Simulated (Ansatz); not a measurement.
# CH₉BGeSi: one species, many methods

Aim: compute CH₉BGeSi with functionals from several rungs and with coupled cluster. The yardstick is the atomisation energy at the CCSD(T) limit.

Program: Ansatz 0.2.0, Gaussian basis. Level of theory: functionals in def2-TZVPP, the program's frozen cores in correlated methods. These are calculated values, not measurements.

Plan: PBE-D4, r2SCAN-D4, PBE0-D4, B3LYP-D4, ωB97X-V, ωB97M-V, B2PLYP; CCSD(T)/def2-TZVPP; MP2/def2-QZVPP; extrapolation to the limit.

## (1) Structure used throughout

The geometry comes from an earlier relaxation with PBE0-D4 in a triple-zeta def2 set; it is a stationary point, not always the lowest conformer.

SMILES `C[BH][GeH2][SiH3]`, 13 atoms, charge 0, spin multiplicity 1.

Atoms are counted from 1 here; the program's logs count them from 0.

Bond lengths: C1–B2 1.549 Å, C1–H5 1.104 Å, C1–H6 1.091 Å, C1–H7 1.093 Å, B2–Ge3 2.055 Å, B2–H8 1.199 Å, Ge3–Si4 2.390 Å, Ge3–H9 1.541 Å, Ge3–H10 1.543 Å, Si4–H11 1.488 Å, Si4–H12 1.488 Å, Si4–H13 1.487 Å. Angles: B2–C1–H5 103.7°, B2–C1–H6 116.3°, B2–C1–H7 113.9°, H5–C1–H6 106.5°, H5–C1–H7 105.1°, H6–C1–H7 110.2°, C1–B2–Ge3 122.8°, C1–B2–H8 119.4°, Ge3–B2–H8 117.8°, B2–Ge3–Si4 107.1°, B2–Ge3–H9 114.4°, B2–Ge3–H10 113.3°, Si4–Ge3–H9 107.1°, Si4–Ge3–H10 106.7°, H9–Ge3–H10 107.9°, Ge3–Si4–H11 110.0°, Ge3–Si4–H12 110.4°, Ge3–Si4–H13 111.0° and more.

## (2) PBE-D4 (GGA)

in.yaml

```yaml
crystal:
  periodic: [false, false, false]
  atoms:
    - {symbol: C, position_ang: [-1.202938, 1.701334, -0.888100]}
    - {symbol: B, position_ang: [-1.009164, 0.808067, 0.363083]}
    - {symbol: Ge, position_ang: [0.821079, 0.061314, 0.924449]}
    - {symbol: Si, position_ang: [1.013272, -2.119854, -0.032848]}
    - {symbol: H, position_ang: [-1.265875, 2.722989, -0.473557]}
    - {symbol: H, position_ang: [-0.383159, 1.709307, -1.608110]}
    - {symbol: H, position_ang: [-2.154867, 1.543255, -1.402177]}
    - {symbol: H, position_ang: [-1.959777, 0.526843, 1.037894]}
    - {symbol: H, position_ang: [1.003878, -0.095357, 2.446464]}
    - {symbol: H, position_ang: [2.008720, 0.886948, 0.385898]}
    - {symbol: H, position_ang: [0.883122, -2.040068, -1.513279]}
    - {symbol: H, position_ang: [-0.063189, -3.008244, 0.482135]}
    - {symbol: H, position_ang: [2.329396, -2.731138, 0.292947]}
basis:
  gaussian: {orbitals: def2-TZVPP}
hamiltonian: {xc: pbe, dispersion: d4}
output: {forces: true, orbitals: {seedname: orbitals}}
```

Run with:

```
ansatz run in.yaml --threads 4 --pin off --events-out ev --progress --plain --max-ram 10444MiB
```

After this run come: r2SCAN-D4 (meta-GGA); PBE0-D4 (hybrid); B3LYP-D4 (hybrid); ωB97X-V (range-separated); ωB97M-V (range-separated); B2PLYP (double hybrid); CCSD(T) in def2-TZVPP; MP2 in def2-QZVPP.

Before running them: what should the planned runs give, taken together? Wanted: atomisation energy, CCSD(T)/CBS; farthest; mean size of error, hybrid; mean size of error, range-separated; gap, smallest and largest; T1 diagnostic; triples share of the correlation energy.

As calculated:

| quantity | value |
| --- | --- |
| atomisation energy, CCSD(T)/CBS | 987.9 kcal/mol |
| functionals within 9.9 kcal/mol (1.0 %) | PBE-D4, r2SCAN-D4, PBE0-D4, B3LYP-D4, ωB97X-V, ωB97M-V |
| farthest | B2PLYP (-12.0 kcal/mol) |
| mean size of error, hybrid | 2.0 kcal/mol |
| mean size of error, range-separated | 3.3 kcal/mol |
| gap, smallest and largest | 3.70 eV (PBE-D4), 10.06 eV (ωB97X-V) |
| T1 diagnostic | 0.0123 |
| triples share of the correlation energy | 3.5 % |

**Reading.** PBE-D4 is off by -0.9 kcal/mol. Double hybrids carry the basis error of their MP2 part in triple zeta, and no dispersion term here, so their miss is partly the set-up's. The reference freezes the cores and leaves out relativity and excitations past (T), and its outer-core shells are covered unevenly, so misses under about 9.9 kcal/mol can't be ranked. Hartree-Fock recovers 77 % of the binding; the rest is correlation. Orbital gaps span 3.7 to 10.1 eV; exact exchange widens them. Correlated methods include outer-core shells of Ge, which these sets cover unevenly.
